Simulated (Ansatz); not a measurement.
# C3H5Br: the cost of one run

Computed with Ansatz 0.2.0, Gaussian basis. Level: the settings change from run to run.

### 1 The molecule

The geometry comes from an earlier relaxation with PBE0-D4 in a triple-zeta def2 set; it is a stationary point, not always the lowest conformer.

SMILES `C=CCBr`, 9 atoms, charge 0, spin multiplicity 1.

Atoms are counted from 1 here; the program's logs count them from 0.

Bond lengths: C1–C2 1.326 Å, C1–H5 1.083 Å, C1–H6 1.085 Å, C2–C3 1.478 Å, C2–H7 1.086 Å, C3–Br4 1.962 Å, C3–H8 1.088 Å, C3–H9 1.089 Å. Angles: C2–C1–H5 121.4°, C2–C1–H6 121.5°, H5–C1–H6 117.1°, C1–C2–C3 123.4°, C1–C2–H7 120.3°, C3–C2–H7 116.3°, C2–C3–Br4 110.8°, C2–C3–H8 112.5°, C2–C3–H9 112.7°, Br4–C3–H8 106.0°, Br4–C3–H9 104.4°, H8–C3–H9 110.0°.

### 2 wB97X/cc-pVTZ-DK

File in.yaml:

```yaml
crystal:
  periodic: [false, false, false]
  atoms:
    - {symbol: C, position_ang: [-0.297273, 1.314140, -0.460864]}
    - {symbol: C, position_ang: [0.354107, 0.160085, -0.423311]}
    - {symbol: C, position_ang: [0.153346, -0.853416, 0.634035]}
    - {symbol: Br, position_ang: [-0.588913, -2.506691, -0.117766]}
    - {symbol: H, position_ang: [-0.112283, 2.042086, -1.241552]}
    - {symbol: H, position_ang: [-1.038995, 1.570456, 0.288955]}
    - {symbol: H, position_ang: [1.083381, -0.082617, -1.191187]}
    - {symbol: H, position_ang: [-0.551830, -0.526239, 1.394713]}
    - {symbol: H, position_ang: [1.086959, -1.164104, 1.099878]}
basis:
  gaussian: {orbitals: cc-pVTZ-DK}
hamiltonian: {xc: {name: wB97X}}
```

Command:

```console
$ ansatz run in.yaml --threads 4 --pin off --events-out ev --progress --plain --max-ram 10444MiB
```

What time and memory should one allow on 4 threads of Intel Xeon Platinum 8488C, shared host?

About 3.8 s, with a peak of 0.49 GiB.
